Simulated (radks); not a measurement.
# Valence configurations of S

An exercise on one series of results from a longer session: the logs are not shown, and one member is left open.

Method: scalar-relativistic Kohn-Sham, PBE, spin-polarised, spherical densities, point nucleus; open shells are filled with parallel spins first. Code: radks (a radial shooting solver on a logarithmic mesh, Libxc functionals) version 1.

## Starting point

* element: sulfur (Z = 16)
* charge: 0
* electrons: 16
* configuration: [Ne] 3s2 3p4
* others tried: 3s1 3p5; 3p6; 3s1.5 3p4.5; 3s0.5 3p5.5

The outer shells:

S
```
[Ne] core
3s [↑↓]
3p [↑↓][↑ ][↑ ]
```

Set-up of the first run:

Input:

```text
Z 16
configuration [Ne] 3s2 3p4
relativity scalar-relativistic
functional pbe,pbe
spin polarised
nucleus point
c 137.035999084
```

Steps of the session up to this table: [Ne] 3s2 3p4.

One of the session's tables, all rows but one given; the rest of the session is left out.

It belongs to the step «[Ne] 3s2 3p4». From the orbitals of this run (lengths in bohr):

```
  level     <r>  outermost maximum (interpolated)  90 % within  nodes
  2s up  0.4791                             0.388        0.751      1
2s down  0.4790                             0.388        0.751      1
  2p up  0.4426                             0.326        0.737      0
2p down  0.4425                             0.326        0.737      0
  3s up       ?                                 ?            ?      ?
3s down   1.702                              1.41         2.60      2
  3p up   2.043                              1.60         3.23      1
3p down   2.119                              1.61         3.40      1
```

**Question.** Estimate the row for 3s up.

The run gave: <r>: 1.690; outermost maximum (interpolated): 1.41; 90 % within: 2.56; nodes: 2. In the column «<r>» it lies between 2s up (0.4791) and 3s down (1.702).
